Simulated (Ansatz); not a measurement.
# BrClH2Si: the cost of one run

Method: RKS PBE/def2-SVP, in Ansatz 0.2.0.

## (1) The structure to begin with

Bond lengths: Si1–Cl2 1.990 Å, Si1–H3 1.556 Å, Si1–H5 1.448 Å. Angles: Cl2–Si1–H3 125.6°, Cl2–Si1–H5 110.6°, H3–Si1–H5 118.6°.

As a file:

```xyz
5

Si   -0.3014   -0.5202    0.2012
Cl    1.1267   -1.9018    0.0955
H    -0.7511    0.4080   -0.9640
Br    0.3773    2.0606   -0.8935
H    -0.4515   -0.0466    1.5608
```

## (2) Pulling towards end A

Springs on the bonds that form and break draw the guess towards this end; the thresholds are loose.

File input.yaml:

```yaml
crystal:
  periodic: [false, false, false]
  atoms:
    - { symbol: Si, position_ang: [-0.3014, -0.5202, 0.2012] }
    - { symbol: Cl, position_ang: [1.1267, -1.9018, 0.0955] }
    - { symbol: H, position_ang: [-0.7511, 0.408, -0.964] }
    - { symbol: Br, position_ang: [0.3773, 2.0606, -0.8935] }
    - { symbol: H, position_ang: [-0.4515, -0.0466, 1.5608] }
basis:
  gaussian: { orbitals: def2-SVP }
hamiltonian:
  xc: pbe
relax:
  f_tol: 0.15
  max_steps: 25
  restrain:
    - { distance: [0, 2], at: 2.72, k: 30.0 }
    - { distance: [0, 3], at: 3.61, k: 30.0 }
    - { distance: [2, 3], at: 1.51, k: 30.0 }
output:
  orbitals: {}
```

Launch:

```sh
$ ansatz run input.yaml --threads 2 --pin off --max-ram 3072MiB --backend cpu --events-out ev --progress --plain --runs-dir out
```

**Question.** How long does this run take on 2 threads of Intel Xeon Platinum 8488C (Sapphire Rapids), shared host, and how much memory does it need?

About 5.6 s, with a peak of 0.17 GiB.
